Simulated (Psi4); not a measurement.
**InHSCl2 (SMILES [SH][In]([Cl])[Cl]): r2SCAN/def2-TZVPP (density fitting, core potential, sweep point 6)**

Wanted: the energy of InHSCl2. Input form: a Python script.

Program for the calculation: Psi4 1.11.

6 further runs of the same task are left out: 2 that didn't finish, 4 set aside as unsound or not needed.

**1. The structure to begin with**

InHSCl2 has 5 atoms, charge 0, and is taken as a singlet. SMILES: `[SH][In]([Cl])[Cl]`. Geometry: relaxed at PBE0-D4/def2-TZVP.

Bond lengths: S1–In2 2.354 Å, In2–Cl3 2.303 Å, In2–Cl4 2.309 Å, S1–H5 1.345 Å. Angles: S1–In2–Cl3 121.9°, S1–In2–Cl4 121.0°, Cl3–In2–Cl4 117.1°, In2–S1–H5 92.0°.

**2. The energy at r2SCAN/def2-TZVPP (density fitting, core potential, sweep point 6)**

Input file cl2hins.py:

```python
import psi4

psi4.set_memory('1600 MB')
psi4.set_num_threads(1)
psi4.set_output_file('psi4.out', False)

mol = psi4.geometry("""
S     -0.110600     1.747700     0.701600
In     0.321100    -0.459900     0.009300
Cl     2.156400    -1.632500     0.757100
Cl    -1.092700    -1.543300    -1.459500
H     -1.224300     1.814400    -0.049800
symmetry c1
""")

psi4.set_options({
    'basis': 'def2-TZVPP',
    'scf_type': 'df',
    'diis_max_vecs': 4,
})

e, wfn = psi4.energy("R2SCAN", molecule=mol, return_wfn=True)
print(f'total energy {e:.8f} hartree = {e * 27.211386:.5f} eV')
```

The run is started by

```
$ python cl2hins.py
```

psi4.out:

```text
[...]
    !!!  WARNING: ECP capability is in beta. Please check occupations closely.  !!!
[...]
  Running in c1 symmetry.
[...]
  Nuclear repulsion =  363.764228744614172
[...]
  Multiplicity = 1
[...]
  Nalpha       = 36
  Nbeta        = 36
[...]
    Number of basis functions: 190
[...]
   @DF-RKS iter   1: -1509.22034234838816   -6.91147e-01   4.51331e-03 ADIIS/DIIS
[...]
   @DF-RKS iter   9: -1509.49854997042439   -2.27049e-08   8.13470e-07 DIIS
[...]
    Orbital Energies [Eh]
    ---------------------
    Doubly Occupied:
       1A   -101.187240     2A   -101.186653     3A    -88.564466
       4A     -9.363131     5A     -9.362588     6A     -7.878789
       7A     -7.104527     8A     -7.103945     9A     -7.099566
      10A     -7.099028    11A     -7.098923    12A     -7.098408
      13A     -5.823227    14A     -5.821215    15A     -5.816240
      16A     -4.670427    17A     -3.078489    18A     -3.070396
      19A     -3.069656    20A     -0.805698    21A     -0.804539
      22A     -0.781701    23A     -0.768612    24A     -0.768074
      25A     -0.743889    26A     -0.731286    27A     -0.697457
      28A     -0.433059    29A     -0.398617    30A     -0.346575
      31A     -0.331672    32A     -0.317688    33A     -0.303863
      34A     -0.299373    35A     -0.296006    36A     -0.270731
[...]
  @DF-RKS Final Energy: -1509.49854997042439
   => Energetics <=
    Nuclear Repulsion Energy =            363.7642287446141722
    One-Electron Energy =               -2882.4759213232864568
    Two-Electron Energy =                1108.6137565437495596
    DFT Exchange-Correlation Energy =     -99.4006139355016103
    Empirical Dispersion Energy =           0.0000000000000000
    VV10 Nonlocal Energy =                  0.0000000000000000
    Total Energy =                      -1509.4985499704243921
[...]
 Multipole Moments:
 ------------------------------------------------------------------------------------
     Multipole            Electronic (a.u.)      Nuclear  (a.u.)        Total (a.u.)
 ------------------------------------------------------------------------------------
 L = 1.  Multiply by 2.5417464519 to convert [e a0] to [Debye]
 Dipole X            :          1.7177519           -2.0446988           -0.3269469
 Dipole Y            :         -1.7310599            2.3290766            0.5980167
 Dipole Z            :          0.4219308           -0.3819131            0.0400177
 Magnitude           :                                                    0.6827295
[...]
```

On the terminal:

```text
total energy -1509.49854997 hartree = -41075.54771 eV
```

Run time: 22 s. Hardware: 1 thread of Intel Xeon Platinum 8259CL at 2.50GHz (Skylake/Cascade Lake), shared host; peak memory 1.3 GiB.

**3. Results**

Level: r2SCAN/def2-TZVPP (density fitting, core potential, sweep point 6).

| quantity | value |
| --- | --- |
| total energy | -1509.49855 Eh |
| dipole moment | 1.74 D |
| HOMO energy | -7.37 eV |
| LUMO energy | -3.14 eV |
| HOMO–LUMO gap | 4.23 eV |
